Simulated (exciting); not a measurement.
**Fe under changes of volume**

One of the cells (11.340 Å³/atom); the others are scaled copies at fixed shape and fractional positions:

```
Fe
1.0
    -1.41531    1.41531    1.41531
     1.41531   -1.41531    1.41531
     1.41531    1.41531   -1.41531
Fe
1
Direct
  0.00000 0.00000 0.00000
```

The cell was built by a generator and needn't be a form met in nature.

| Property | Result |
| --- | --- |
| Program | exciting (release sodium) |
| Functional | PBE |
| Potentials or basis | all-electron LAPW+lo, shipped species files with second energy derivatives, valence relativity iora* |
| rgkmax | 8 |
| k mesh | 12 × 12 × 12 |
| Occupations | fermi-dirac, width 0.05 eV |
| Spin | collinear spin, ferromagnetic start |

| volume (Å³/atom) | energy over the lowest point (meV/atom) | moment (μB per cell) |
| --- | --- | --- |
| 10.660 | 21.83 | 2.04 |
| 10.886 | 7.67 | 2.07 |
| 11.113 | 0.00 | 2.10 |
| 11.340 | 0.00 | 2.15 |
| 11.567 | ? | ? |
| 11.794 | 10.21 | 2.25 |
| 12.020 | 21.62 | 2.28 |

Task: What does the run at 11.567 Å³/atom give?

Result: Energy over the lowest point 3.44 meV/atom; moment 2.21 μB per cell.

Worked out: A Birch-Murnaghan fit of order 3 (a polynomial in V^(-2/3)) to the other rows has its minimum at 11.28 Å³/atom with B0 = V·E''(V) = 180 GPa (rough, since the energies scatter). It gives 3.00 meV/atom at 11.567 Å³/atom, against the run's 3.44. A parabola through the other rows of the moment, of slope 0.198 μB per Å³/atom there, gives 2.19 μB, against the run's 2.21.

Energies are extrapolated to zero smearing.

Caveats: rgkmax is low for these elements, so energy differences scatter by about 1 meV per atom; the free energy is that total less TS from the occupations.
